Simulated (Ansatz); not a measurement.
# H4MoN2S2: one species, many methods

The task here is to estimate one member of a computed series from the others.

Method: functionals in def2-TZVPP, the program's frozen cores in correlated methods; program: Ansatz 0.2.0, Gaussian basis.

The runs, in order: LDA (SPW92), PBE-D4, revPBE-D4, BLYP-D4, r2SCAN-D4, B97M-V, PBE0-D4, B3LYP-D4, r2SCANh-D4, r2SCAN0-D4, HSE06-D4, BHLYP-D4, CAM-B3LYP-D4, LC-ωPBE, ωB97X-V, ωB97M-V, B2PLYP, PBE-QIDH; CCSD(T)/def2-SVP; CCSD(T)/def2-TZVPP; MP2/def2-QZVPP; extrapolation to the limit; RPA on PBE.

### The relaxed structure

All runs share one geometry, relaxed beforehand with PBE0-D4 in a triple-zeta def2 set. Mo takes the def2 core potential; no spin-orbit term is included.

SMILES `[NH2][Mo]([NH2])(=[S])=[S]`, 9 atoms, charge 0, spin multiplicity 1.

Atoms are counted from 1 here; the program's logs count them from 0.

Bond lengths: N1–Mo2 1.918 Å, N1–H6 1.008 Å, N1–H7 1.008 Å, Mo2–N3 1.918 Å, Mo2–S4 2.105 Å, Mo2–S5 2.105 Å, N3–H8 1.008 Å, N3–H9 1.008 Å. Angles: Mo2–N1–H6 123.8°, Mo2–N1–H7 123.8°, H6–N1–H7 112.3°, N1–Mo2–N3 111.2°, N1–Mo2–S4 108.0°, N1–Mo2–S5 107.9°, N3–Mo2–S4 107.9°, N3–Mo2–S5 108.0°, S4–Mo2–S5 113.8°, Mo2–N3–H8 123.8°, Mo2–N3–H9 123.8°, H8–N3–H9 112.3°.

The first run:

in.yaml

```yaml
crystal:
  periodic: [false, false, false]
  atoms:
    - {symbol: N, position_ang: [-1.187757, 1.022121, -0.495812]}
    - {symbol: Mo, position_ang: [0.372994, -0.091738, -0.476861]}
    - {symbol: N, position_ang: [0.631745, -0.895154, 1.244929]}
    - {symbol: S, position_ang: [0.084624, -1.636633, -1.876660]}
    - {symbol: S, position_ang: [2.042255, 1.123957, -0.883026]}
    - {symbol: H, position_ang: [-2.108092, 0.694727, -0.745979]}
    - {symbol: H, position_ang: [-1.177909, 2.006022, -0.275312]}
    - {symbol: H, position_ang: [1.179909, -0.479038, 1.981915]}
    - {symbol: H, position_ang: [0.250931, -1.790563, 1.509509]}
basis:
  gaussian: {orbitals: def2-TZVPP}
hamiltonian: {xc: lda}
output: {orbitals: {seedname: orbitals}}
```

Among the steps run: LDA; PBE-D4 (GGA); revPBE-D4 (GGA); BLYP-D4 (GGA); r2SCAN-D4 (meta-GGA); B97M-V (meta-GGA); PBE0-D4 (hybrid); B3LYP-D4 (hybrid); r2SCANh-D4 (hybrid); r2SCAN0-D4 (hybrid); HSE06-D4 (hybrid); BHLYP-D4 (hybrid); CAM-B3LYP-D4 (range-separated); LC-ωPBE-D4 (range-separated; the results give it without D4); ωB97X-V (range-separated); ωB97M-V (range-separated); B2PLYP (double hybrid); PBE-QIDH (double hybrid).

One table of the session follows, with a row left open; its other results are not shown here.

It belongs to the step «Frontier levels by functional». 

| functional | HOMO (eV) | LUMO (eV) | gap (eV) |
| --- | --- | --- | --- |
| LDA (SPW92) | -6.11 | -3.66 | 2.45 |
| PBE-D4 | -5.97 | -3.51 | 2.46 |
| revPBE-D4 | -5.92 | -3.45 | 2.47 |
| BLYP-D4 | -5.79 | -3.36 | 2.43 |
| r2SCAN-D4 | -6.24 | -3.52 | 2.72 |
| B97M-V | -6.30 | -3.47 | 2.83 |
| PBE0-D4 | -7.08 | -2.88 | 4.21 |
| B3LYP-D4 | -6.84 | -3.02 | 3.82 |
| r2SCANh-D4 | -6.65 | -3.27 | 3.38 |
| r2SCAN0-D4 | -7.26 | -2.88 | 4.38 |
| HSE06-D4 | -6.70 | -3.25 | 3.45 |
| BHLYP-D4 | -8.03 | -2.07 | 5.97 |
| CAM-B3LYP-D4 | -8.27 | -1.86 | 6.41 |
| LC-ωPBE | -9.57 | -0.92 | 8.65 |
| ωB97X-V | -9.24 | -0.93 | 8.31 |
| ωB97M-V | ? | ? | ? |

Q: Estimate the row for ωB97M-V from the others.

**Answer.** HOMO (eV): -9.08; LUMO (eV): -0.92; gap (eV): 8.16. In the column «HOMO (eV)» it lies between ωB97X-V (-9.24) and CAM-B3LYP-D4 (-8.27).
